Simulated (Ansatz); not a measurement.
**SbPt: how the settings move a relaxation**

Aim: see which settings change the result for SbPt, by how much, and at what cost.

Computed with Ansatz 0.2.0 (reference: DFT, PBEsol, PAW with Ansatz's default frozen-core files, scalar-relativistic; relaxation of cell and atoms, unless a step's input says otherwise).

1 further run of the same task is left out (set aside as unsound or not needed). Runs told in other sessions of the task aren't counted.

## (1) Starting point

It takes space group P6_3/mmc (No. 194, hexagonal). Conventional cell: a = 4.120 Å, b = 4.120 Å, c = 5.470 Å, α = 90.00°, β = 90.00°, γ = 120.00°. Sb (site symmetry -6m2) has 6 Pt at 2.74 Å in its first shell of neighbours. Pt (site symmetry -3m) is surrounded by 2 Pt at 2.73 Å and 6 Sb at 2.74 Å.

Coordinates:

```
Sb Pt
1.0
     4.12000    0.00000    0.00000
    -2.06000    3.56802    0.00000
     0.00000    0.00000    5.47000
Sb Pt
2 2
Cartesian
  0.0000 2.3787 1.3675
  2.0600 1.1893 4.1025
  0.0000 0.0000 0.0000
  0.0000 0.0000 2.7350
```

## (2) The reference run

Contents of input.yaml:

```yaml
crystal:
  lattice:
    - [4.12, 0.0, 0.0]
    - [-2.06, 3.56802466359, 0.0]
    - [0.0, 0.0, 5.47]
  atoms:
    - { symbol: Sb, position: [0.333333333333, 0.666666666667, 0.25] }
    - { symbol: Sb, position: [0.666666666667, 0.333333333333, 0.75] }
    - { symbol: Pt, position: [0.0, 0.0, 0.0] }
    - { symbol: Pt, position: [0.0, 0.0, 0.5] }
kpoints:
  mp_grid: { grid: [8, 8, 6] }
scf:
  occupations: { method: fermi_dirac, width: 0.1 }
hamiltonian:
  xc: pbesol
  pseudopotentials: { kind: paw }
relax:
  f_tol: 0.002
  max_steps: 80
  cell: {}
output:
  forces: true
  stress: true
```

On the command line:

```sh
$ ansatz run input.yaml --threads 1 --pin off --max-ram 3072MiB --backend cpu --events-out ev --progress --plain --runs-dir out
```

## (3) Changing settings: mp_grid.grid [10, 10, 8]

input.yaml: that of step 2 with these lines changed.

```diff
@@ -11,3 +11,3 @@
 kpoints:
-  mp_grid: { grid: [8, 8, 6] }
+  mp_grid: { grid: [10, 10, 8] }
 scf:
@@ -24 +24,5 @@
   stress: true
+  write_density: true
+  write_potential: true
+  elf: true
+  volumetric_format: npy
```

Q: Predict the outcome of this session. Wanted: for each run, ending; energy change; pressure; gap; force.

The runs gave:

```csv
run,ending,energy change,pressure (GPa),gap (eV),force (eV/Å),cycles,time
reference,converged,0,0.0,0.00,0.00,29,7.7 s
"1: mp_grid.grid [10, 10, 8]",converged,+0.4 meV/atom,0.0,0.00,0.00,29,14 s
```

Times don't compare one to one where runs were asked for different outputs or read a saved state (see the inputs); cycles may leave out searches for a lower state.

**Reading.** Changing the k-point mesh moves the energy by +0.4 meV/atom, and the final volume goes from 82.49 to 82.43 Å³. Sampling errors of the energy have no fixed sign.
